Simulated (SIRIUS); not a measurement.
# W (Pm-3n) in SIRIUS: reference runs

How does W come out in PBEsol? The cell is run as given.

Everything below comes from runs of SIRIUS 7.12.0. Logs are shortened: lines on timing, memory, paths and dates and some standing lists are left out, and cuts for length are marked. The log counts tension as positive stress, the text compression.

**1. The structure**

It takes space group Pm-3n (No. 223, cubic). The conventional cell has a = 5.083 Å, b = 5.083 Å, c = 5.083 Å, α = 90.00°, β = 90.00°, γ = 90.00°. W (site symmetry -4m2) has 6 W at 2.54 to 2.84 Å as nearest neighbours. Around W (site symmetry m-3) lie 12 W at 2.84 Å.

This isn't the form of W at room conditions, which is bcc.

**2. Single point, PBEsol**

File sirius.json:

```json
{
  "control": {
    "processing_unit": "cpu",
    "std_evp_solver_name": "lapack",
    "gen_evp_solver_name": "lapack",
    "verbosity": 2,
    "print_forces": true,
    "ortho_rf": true,
    "use_second_variation": true,
    "rmt_max": 3.0,
    "num_bands_to_print": 24,
    "save_wf": true
  },
  "parameters": {
    "electronic_structure_method": "full_potential_lapwlo",
    "xc_functionals": ["XC_GGA_X_PBE_SOL", "XC_GGA_C_PBE_SOL"],
    "core_relativity": "dirac",
    "valence_relativity": "iora",
    "num_fv_states": 141,
    "smearing": "fermi_dirac",
    "smearing_width": 0.0018374661,
    "pw_cutoff": 21,
    "gk_cutoff": 3.98,
    "lmax_apw": 11,
    "lmax_rho": 8,
    "lmax_pot": 8,
    "num_mag_dims": 0,
    "auto_rmt": 0,
    "ngridk": [5, 5, 5],
    "shiftk": [0, 0, 0],
    "num_dft_iter": 80,
    "energy_tol": 1e-07,
    "density_tol": 1e-05,
    "use_symmetry": true
  },
  "settings": {"tol_ne": 1e-10},
  "iterative_solver": {"type": "exact"},
  "mixer": {"type": "anderson", "beta": 0.5, "max_history": 8},
  "unit_cell": {
    "lattice_vectors": [[9.6054778915, 0.0, 0.0], [0.0, 9.6054778915, 0.0], [0.0, 0.0, 9.6054778915]],
    "atom_types": ["W"],
    "atom_files": {"W": "W.json"},
    "atoms": {
      "W": [
        [0.5, 0.25, 0.0],
        [0.5, 0.75, 0.0],
        [0.75, 0.0, 0.5],
        [0.25, 0.0, 0.5],
        [0.0, 0.5, 0.75],
        [0.0, 0.5, 0.25],
        [0.5, 0.5, 0.5],
        [0.0, 0.0, 0.0]
      ]
    }
  }
}
```

File W.json:

```json
{
  "name": "tungsten",
  "symbol": "W",
  "number": 74,
  "mass": 183.84,
  "rmin": 1e-06,
  "rmt": 2.31,
  "nrmt": 800,
  "rinf": 14.93,
  "core": "1s2s2p3s3p3d4s4p4d",
  "valence": [
    {"basis": [{"enu": 0.32, "dme": 0, "n": 0, "auto": 0}, {"enu": 0.32, "dme": 1, "n": 0, "auto": 0}]},
    {"l": 0, "n": 1, "basis": [{"enu": 0.42, "dme": 0, "n": 0, "auto": 0}]},
    {"l": 1, "n": 2, "basis": [{"enu": 0.42, "dme": 0, "n": 0, "auto": 0}]},
    {"l": 2, "n": 3, "basis": [{"enu": 0.42, "dme": 0, "n": 0, "auto": 0}]},
    {"l": 3, "n": 4, "basis": [{"enu": 0.42, "dme": 0, "n": 0, "auto": 0}]},
    {"l": 4, "n": 5, "basis": [{"enu": 0.42, "dme": 0, "n": 0, "auto": 0}]}
  ],
  "lo": [
    {"l": 0, "basis": [{"enu": 0.42, "dme": 0, "n": 0, "auto": 0}, {"enu": 0.42, "dme": 1, "n": 0, "auto": 0}]},
    {
      "l": 0,
      "basis": [{"enu": -2.3075, "dme": 0, "n": 5, "auto": 1}, {"enu": -2.3075, "dme": 1, "n": 5, "auto": 1}]
    },
    {
      "l": 0,
      "basis": [{"enu": -2.3075, "dme": 1, "n": 5, "auto": 1}, {"enu": 0.42, "dme": 0, "n": 0, "auto": 0}]
    },
    {"l": 0, "basis": [{"enu": 0.42, "dme": 0, "n": 0, "auto": 0}, {"enu": 3.4184, "dme": 0, "n": 0, "auto": 0}]},
    {"l": 1, "basis": [{"enu": 0.42, "dme": 0, "n": 0, "auto": 0}, {"enu": 0.42, "dme": 1, "n": 0, "auto": 0}]},
    {
      "l": 1,
      "basis": [{"enu": -0.9974, "dme": 0, "n": 5, "auto": 1}, {"enu": -0.9974, "dme": 1, "n": 5, "auto": 1}]
    },
    {
      "l": 1,
      "basis": [{"enu": -0.9974, "dme": 1, "n": 5, "auto": 1}, {"enu": 0.42, "dme": 0, "n": 0, "auto": 0}]
    },
    {"l": 1, "basis": [{"enu": 0.42, "dme": 0, "n": 0, "auto": 0}, {"enu": 3.8682, "dme": 0, "n": 0, "auto": 0}]},
    {"l": 2, "basis": [{"enu": 0.42, "dme": 0, "n": 0, "auto": 0}, {"enu": 0.42, "dme": 1, "n": 0, "auto": 0}]},
    {"l": 2, "basis": [{"enu": 0.42, "dme": 1, "n": 0, "auto": 0}, {"enu": 0.42, "dme": 2, "n": 0, "auto": 0}]},
    {"l": 2, "basis": [{"enu": 0.42, "dme": 0, "n": 0, "auto": 0}, {"enu": 3.3435, "dme": 0, "n": 0, "auto": 0}]},
    {"l": 3, "basis": [{"enu": 0.42, "dme": 0, "n": 0, "auto": 0}, {"enu": 0.42, "dme": 1, "n": 0, "auto": 0}]},
    {
      "l": 3,
      "basis": [{"enu": -0.6462, "dme": 0, "n": 4, "auto": 1}, {"enu": -0.6462, "dme": 1, "n": 4, "auto": 1}]
    },
    {
      "l": 3,
      "basis": [{"enu": -0.6462, "dme": 1, "n": 4, "auto": 1}, {"enu": 0.42, "dme": 0, "n": 0, "auto": 0}]
    },
    {"l": 3, "basis": [{"enu": 0.42, "dme": 0, "n": 0, "auto": 0}, {"enu": 4.7677, "dme": 0, "n": 0, "auto": 0}]},
    {"l": 4, "basis": [{"enu": 0.42, "dme": 0, "n": 0, "auto": 0}, {"enu": 0.42, "dme": 1, "n": 0, "auto": 0}]},
    {"l": 4, "basis": [{"enu": 0.42, "dme": 0, "n": 0, "auto": 0}, {"enu": 4.0181, "dme": 0, "n": 0, "auto": 0}]}
  ],
  "free_atom": [... radial grid and density of the free atom, the start of the SCF ...]
}
```

File sirius_start.json:

```json
{
  "control": {
    "processing_unit": "cpu",
    "std_evp_solver_name": "lapack",
    "gen_evp_solver_name": "lapack",
    "verbosity": 1,
    "print_forces": false,
    "ortho_rf": true,
    "use_second_variation": true,
    "rmt_max": 3.0,
    "num_bands_to_print": 24,
    "save_wf": false
  },
  "parameters": {
    "electronic_structure_method": "full_potential_lapwlo",
    "xc_functionals": ["XC_LDA_X", "XC_LDA_C_PW"],
    "core_relativity": "dirac",
    "valence_relativity": "iora",
    "num_fv_states": 141,
    "smearing": "fermi_dirac",
    "smearing_width": 0.0055123983,
    "pw_cutoff": 21,
    "gk_cutoff": 3.19,
    "lmax_apw": 11,
    "lmax_rho": 8,
    "lmax_pot": 8,
    "num_mag_dims": 0,
    "auto_rmt": 0,
    "ngridk": [2, 2, 2],
    "shiftk": [0, 0, 0],
    "num_dft_iter": 30,
    "energy_tol": 0.01,
    "density_tol": 0.05,
    "use_symmetry": true
  },
  "settings": {"tol_ne": 1e-10},
  "iterative_solver": {"type": "exact"},
  "mixer": {"type": "anderson", "beta": 0.5, "max_history": 8},
  "unit_cell": {
    "lattice_vectors": [[9.6054778915, 0.0, 0.0], [0.0, 9.6054778915, 0.0], [0.0, 0.0, 9.6054778915]],
    "atom_types": ["W"],
    "atom_files": {"W": "W.json"},
    "atoms": {
      "W": [
        [0.5, 0.25, 0.0],
        [0.5, 0.75, 0.0],
        [0.75, 0.0, 0.5],
        [0.25, 0.0, 0.5],
        [0.0, 0.5, 0.75],
        [0.0, 0.5, 0.25],
        [0.5, 0.5, 0.5],
        [0.0, 0.0, 0.0]
      ]
    }
  }
}
```

Potentials or basis: all-electron FP-LAPW, apw+lo standard.

On the command line:

```sh
$ OMP_NUM_THREADS=1 sirius.scf --input=sirius_start.json --output=start.json
$ OMP_NUM_THREADS=1 sirius.scf --input=sirius.json --output=output.json --task=1
```

Standard output:

```text
[info] SIRIUS version : 7.12.0
[info] number of MPI ranks           : 1
[info] MPI grid                      : 1 1
[info] maximum number of OMP threads : 1
[fft] FFT context for density and potential
[fft] =====================================
[fft]   plane wave cutoff                     : 21
[fft]   grid size                             : 72 72 72   total : 373248
[fft]   grid limits                           : -35 36   -35 36   -35 36
[fft]   number of G-vectors within the cutoff : 138745
[fft]   number of G-shells                    : 3404
[fft] FFT context for coarse grid
[fft] =====================================
[fft]   plane wave cutoff                     : 7.96
[fft]   grid size                             : 27 27 27   total : 19683
[fft]   grid limits                           : -13 13   -13 13   -13 13
[fft]   number of G-vectors within the cutoff : 7521
[fft]   number of G-shells                    : 237
[unit cell] lattice vectors
[unit cell]   a1 :       9.6054778915      0.0000000000      0.0000000000
[unit cell]   a2 :       0.0000000000      9.6054778915      0.0000000000
[unit cell]   a3 :       0.0000000000      0.0000000000      9.6054778915
[unit cell] reciprocal lattice vectors
[unit cell]   b1 :       0.6541252167      0.0000000000      0.0000000000
[unit cell]   b2 :       0.0000000000      0.6541252167      0.0000000000
[unit cell]   b3 :       0.0000000000      0.0000000000      0.6541252167
[unit cell] unit cell volume :       886.25139182 [a.u.^3]
[unit cell] 1/sqrt(omega)    :         0.03359089
[unit cell] MT volume        :       413.06132705 (46.61%)
[unit cell] IT volume        :       473.19006477 (53.39%)
[unit cell] number of atom types : 1
[unit cell] type id : 0 symbol :  W mt_radius :   2.310000 num_atoms : 8
[unit cell] total number of atoms : 8
[unit cell] number of symmetry classes : 2
[unit cell] atom id  type id  class id             position                      vector_field
[unit cell] ------------------------------------------------------------------------------------------
[unit cell]      0        0        0      0.50000   0.25000   0.00000      0.00000   0.00000   0.00000
[unit cell]      1        0        0      0.50000   0.75000   0.00000      0.00000   0.00000   0.00000
[unit cell]      2        0        0      0.75000   0.00000   0.50000      0.00000   0.00000   0.00000
[unit cell]      3        0        0      0.25000   0.00000   0.50000      0.00000   0.00000   0.00000
[unit cell]      4        0        0      0.00000   0.50000   0.75000      0.00000   0.00000   0.00000
[unit cell]      5        0        0      0.00000   0.50000   0.25000      0.00000   0.00000   0.00000
[unit cell]      6        0        1      0.50000   0.50000   0.50000      0.00000   0.00000   0.00000
[unit cell]      7        0        1      0.00000   0.00000   0.00000      0.00000   0.00000   0.00000
[unit cell] atom id         position (Cartesian, a.u.)
[unit cell] ---------------------------------------------
[unit cell]      0       4.802739    2.401369    0.000000
[unit cell]      1       4.802739    7.204108    0.000000
[unit cell]      2       7.204108    0.000000    4.802739
[unit cell]      3       2.401369    0.000000    4.802739
[unit cell]      4       0.000000    4.802739    7.204108
[unit cell]      5       0.000000    4.802739    2.401369
[unit cell]      6       4.802739    4.802739    4.802739
[... 403 lines left out ...]
[find] core_eval_sum                  :  -78962.27409525
[find] kinetic energy                 :  145656.85994428
[find] enuc                           : -161707.09118555
[find] <rho|V^{XC}>                   :   -3377.95587429
[find] <rho|E^{XC}>                   :   -2564.77038121
[find] <mag|B^{XC}>                   :       0.00000000
[find] <rho|V^{H}>                    : -221352.40131353
[find] smearing (-TS)                 :      -0.00079633
[find] SCF correction                 :       0.00000515
[find] Total energy                   : -129291.20227409 (Ha), -258582.40454819 (Ry)
[find] Free energy (E-TS)             : -129291.20307042 (Ha), -258582.40614084 (Ry)
[find] band gap (eV)                  :       0.00000000
[find] Efermi                         :       0.53574717
[find] iteration : 10, RMS (target) : 5.6003e-06 (1.0000e-05) , energy difference (target) : -1.1816e-08 (1.0000e-07)
[find] converged after 11 SCF iterations!
Warning in function "check_num_electrons" at src/density/density.cpp:1179
wrong number of electrons
  obtained value : 592
  target value : 592
  difference : 6.21644e-05
  total core leakage : 3.77617e-05
    atom class : 0, core leakage : 4.71841e-06
    atom class : 1, core leakage : 4.72564e-06
[find] Charges and magnetic moments
[find] --------------------------------------------------------------------------------
[find] atom      charge    core leakage
[find] --------------------------------------------------------------------------------
[find]    0   71.312461    4.718407e-06
[find]    1   71.312461    4.718407e-06
[find]    2   71.312461    4.718407e-06
[find]    3   71.312461    4.718407e-06
[find]    4   71.312461    4.718407e-06
[find]    5   71.312461    4.718407e-06
[find]    6   71.320063    4.725638e-06
[find]    7   71.320063    4.725638e-06
[find] total core leakage    : 3.77617210e-05
[find] interstitial charge   : 21.485046
[find] total charge          : 591.999938
[find] Energy
[find] --------------------------------------------------------------------------------
[find] valence_eval_sum               :    -111.22314828
[find] core_eval_sum                  :  -78962.27409525
[find] kinetic energy                 :  145656.85994428
[find] enuc                           : -161707.09118555
[find] <rho|V^{XC}>                   :   -3377.95587429
[find] <rho|E^{XC}>                   :   -2564.77038121
[find] <mag|B^{XC}>                   :       0.00000000
[find] <rho|V^{H}>                    : -221352.40131353
[find] smearing (-TS)                 :      -0.00079633
[find] SCF correction                 :       0.00000515
[find] Total energy                   : -129291.20227409 (Ha), -258582.40454819 (Ry)
[find] Free energy (E-TS)             : -129291.20307042 (Ha), -258582.40614084 (Ry)
[find] band gap (eV)                  :       0.00000000
[find] Efermi                         :       0.53574717
[ground_state]
[ground_state] ==== total Forces in Ha/bohr =====
[ground_state] atom:    0, force:       0.0000000      0.0000000      0.0000000
[ground_state] atom:    1, force:       0.0000000      0.0000000      0.0000000
[ground_state] atom:    2, force:      -0.0000000      0.0000000      0.0000000
[ground_state] atom:    3, force:      -0.0000000     -0.0000000      0.0000000
[ground_state] atom:    4, force:       0.0000000      0.0000000      0.0000000
[ground_state] atom:    5, force:       0.0000000      0.0000000      0.0000000
[ground_state] atom:    6, force:       0.0000000      0.0000000      0.0000000
[ground_state] atom:    7, force:       0.0000000      0.0000000      0.0000000
[ground_state] ==== contribution from density =====
[ground_state] atom:    0, force:      -0.0000000      0.0000000     -0.0000000
[ground_state] atom:    1, force:       0.0000000      0.0000000     -0.0000000
[ground_state] atom:    2, force:       0.0000000     -0.0000000      0.0000000
[ground_state] atom:    3, force:       0.0000000     -0.0000000     -0.0000000
[ground_state] atom:    4, force:      -0.0000000      0.0000000      0.0000000
[ground_state] atom:    5, force:      -0.0000000     -0.0000000      0.0000000
[ground_state] atom:    6, force:       0.0000000      0.0000000      0.0000000
[ground_state] atom:    7, force:       0.0000000      0.0000000      0.0000000
[ground_state] ==== contribution from Hartree potential =====
[ground_state] atom:    0, force:       0.0000000      0.0000000      0.0000000
[ground_state] atom:    1, force:       0.0000000     -0.0000000      0.0000000
[ground_state] atom:    2, force:      -0.0000000      0.0000000      0.0000000
[ground_state] atom:    3, force:      -0.0000000      0.0000000      0.0000000
[ground_state] atom:    4, force:       0.0000000      0.0000000     -0.0000000
[ground_state] atom:    5, force:      -0.0000000      0.0000000      0.0000000
[ground_state] atom:    6, force:       0.0000000      0.0000000      0.0000000
[ground_state] atom:    7, force:       0.0000000      0.0000000      0.0000000
[ground_state] ==== contribution from IBS =====
[ground_state] atom:    0, force:       0.0000000      0.0000000      0.0000000
[ground_state] atom:    1, force:       0.0000000      0.0000000      0.0000000
[ground_state] atom:    2, force:       0.0000000      0.0000000      0.0000000
[ground_state] atom:    3, force:      -0.0000000     -0.0000000      0.0000000
[ground_state] atom:    4, force:       0.0000000      0.0000000      0.0000000
[ground_state] atom:    5, force:       0.0000000      0.0000000      0.0000000
[ground_state] atom:    6, force:       0.0000000      0.0000000      0.0000000
[ground_state] atom:    7, force:       0.0000000      0.0000000      0.0000000
```

It took 16 min on 1 thread of Arm Neoverse V2, shared host; peak memory 1.3 GiB.

What came out:

```yaml
Free_energy: -3518192.8650 eV
Band_gap_on_the_k_mesh: none (metal or under the smearing width)
All_electrons_inside_the_program's_atomic_spheres: W 71.31, 71.32 (radii W 2.31 bohr)
```

Levels at points of the mesh, in eV from the Fermi level:
```tsv
k point	band 109	band 110	band 111	band 112	band 113	band 114	band 115	band 116
(0.00, 0.00, 0.00)	-1.41	-1.41	-0.43	-0.43	-0.43	1.63	1.63	1.63
```
